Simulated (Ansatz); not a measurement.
VCrC2, 4 atoms in the cell. The structure is trigonal, space group R-3m (No. 166). Conventional cell: a = 2.921 Å, b = 2.921 Å, c = 14.218 Å, α = 90.00°, β = 90.00°, γ = 120.00°. Cr (site symmetry -3m) has 6 C at 2.05 Å as nearest neighbours. Around V (site symmetry -3m) lie 6 C at 2.07 Å. C (site symmetry 3m) has 3 Cr at 2.05 Å and 3 V at 2.07 Å as nearest neighbours. The cell comes from a database or a generator and needn't be the stable form of this composition.

| Quantity | Value |
| --- | --- |
| Program | Ansatz 0.2.0 |
| Task | single point |
| Functional | PBE |
| Potentials or basis | Ansatz PAW |
| Cutoff | 420 eV (not typed: the program's choice for these potentials) |
| k mesh | 9 × 9 × 9 |
| Occupations | fermi-dirac, width 0.05 eV |
| Spin | collinear spin, ferromagnetic start |
| Starting moments | [2.28, 1.52, 0.0, 0.0] μB |
| Fixed moment | 3.8 μB |

Potentials or basis: Ansatz PAW.

Run with:

```bash
$ ansatz run input.yaml --threads 2 --pin off --max-ram 5632MiB --backend cpu --events-out ev --progress --plain --runs-dir out
```

Hardware: 2 threads of AMD EPYC 9R45 96-Core Processor (Zen 5) (shared host).

Q: Estimate the wall time of this run.

A: Wall time 2.2 s on 2 threads of AMD EPYC 9R45 96-Core Processor (Zen 5), on a shared host, peak memory 0.49 GiB. Counts: scf iterations 14, plane waves 675, k points 85, bands 24.
